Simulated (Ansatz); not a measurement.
**BGeH₃ (triplet): B2PLYP, RPA-PBE over vertical spin and charge gaps, cc-pVTZ**

How well do these functionals follow the top wave-function level for BGeH₃ (triplet) over vertical spin and charge gaps?

Method: cc-pVTZ, all electrons in the functionals, frozen cores in the correlation of double hybrids and RPA; program: Ansatz 0.2.0, Gaussian basis.

The runs, in order: B2PLYP, RPA-PBE, at charge 0, triplet; charge 0, singlet; charge 0, quintet; charge 1, doublet; charge 1, quartet.

7 further runs of the same task are left out: 1 for a known fault of the program, 6 set aside as unsound or not needed.

**1. The geometry**

The geometry is a PBE0/def2-TZVP stationary point (not a proven minimum). No spin-orbit coupling is included. The filled d shell of Ge may be among the frozen orbitals whatever the setting's name suggests; the logs give the count.

5 atoms, charge 0, spin multiplicity 3.

Atoms are counted from 1 here; the program's logs count them from 0.

Bond lengths: Ge1–B2 2.042 Å, Ge1–H3 1.540 Å, Ge1–H4 1.541 Å, Ge1–H5 1.540 Å. Angles: B2–Ge1–H3 113.2°, B2–Ge1–H4 102.7°, B2–Ge1–H5 113.2°, H3–Ge1–H4 109.4°, H3–Ge1–H5 108.8°, H4–Ge1–H5 109.4°.

No dispersion term is added.

The geometry shown and the zero of energy belong to the point charge 0, triplet. The yardstick, UCCSDT(Q), and other wave-function levels (R restricted, U unrestricted, valence and pair active spaces) come from earlier runs.

**2. B2PLYP, charge 0, triplet**

in.yaml

```yaml
crystal:
  periodic: [false, false, false]
  atoms:
    - {symbol: Ge, position_ang: [-0.001461, 0.000000, 0.237148]}
    - {symbol: B, position_ang: [0.029551, 0.000003, -1.804248]}
    - {symbol: H, position_ang: [0.648910, 1.252233, 0.854533]}
    - {symbol: H, position_ang: [-1.509666, -0.000094, 0.552300]}
    - {symbol: H, position_ang: [0.649065, -1.252153, 0.854532]}
basis:
  gaussian: {orbitals: cc-pVTZ}
magnetization: {spin_polarized: true, initial_magnetization: 2}
hamiltonian: {xc: {name: B2PLYP}}
correlation: {electrons: outside_noble_gas}
```

Started as:

```bash
$ ansatz run in.yaml --threads 2 --pin off --events-out ev --progress --plain --max-ram 24576MiB --backend cuda --devices 0, --max-vram 18GiB
```

The runs that follow: B2PLYP, charge 0, singlet; B2PLYP, charge 0, quintet; B2PLYP, charge 1, doublet; B2PLYP, charge 1, quartet; RPA-PBE, charge 0, triplet; RPA-PBE, charge 0, singlet; RPA-PBE, charge 0, quintet; RPA-PBE, charge 1, doublet; RPA-PBE, charge 1, quartet.

Q: Predict the results of all the runs planned. Wanted: triplet to singlet, UCCSDT(Q); triplet to quintet, UCCSDT(Q); ionisation to the doublet cation, UCCSDT(Q); ionisation to the quartet cation, UCCSDT(Q); largest miss, B2PLYP; largest miss, RPA-PBE.

**Answer**, as computed:

| quantity | value |
| --- | --- |
| triplet to singlet, UCCSDT(Q) | -57.0 kJ/mol |
| triplet to quintet, UCCSDT(Q) | 434.8 kJ/mol |
| ionisation to the doublet cation, UCCSDT(Q) | 751.1 kJ/mol |
| ionisation to the quartet cation, UCCSDT(Q) | 1175.2 kJ/mol |
| largest miss, B2PLYP | +25.2 kJ/mol (triplet to quintet) |
| largest miss, RPA-PBE | +24.1 kJ/mol (ionisation to the doublet cation) |

Of the functionals, RPA-PBE keep the smallest largest miss at the points compared (at most 24.1 kJ/mol) and B2PLYP strays most (25.2 kJ/mol, at triplet to quintet). B2PLYP, RPA-PBE clearly break the spin symmetry at some points (⟨S²⟩ up to 0.48 above the pure value), so energy there is bought with a mixed spin. Functionals and the yardstick converge differently with the basis, so part of each miss in cc-pVTZ is the basis.
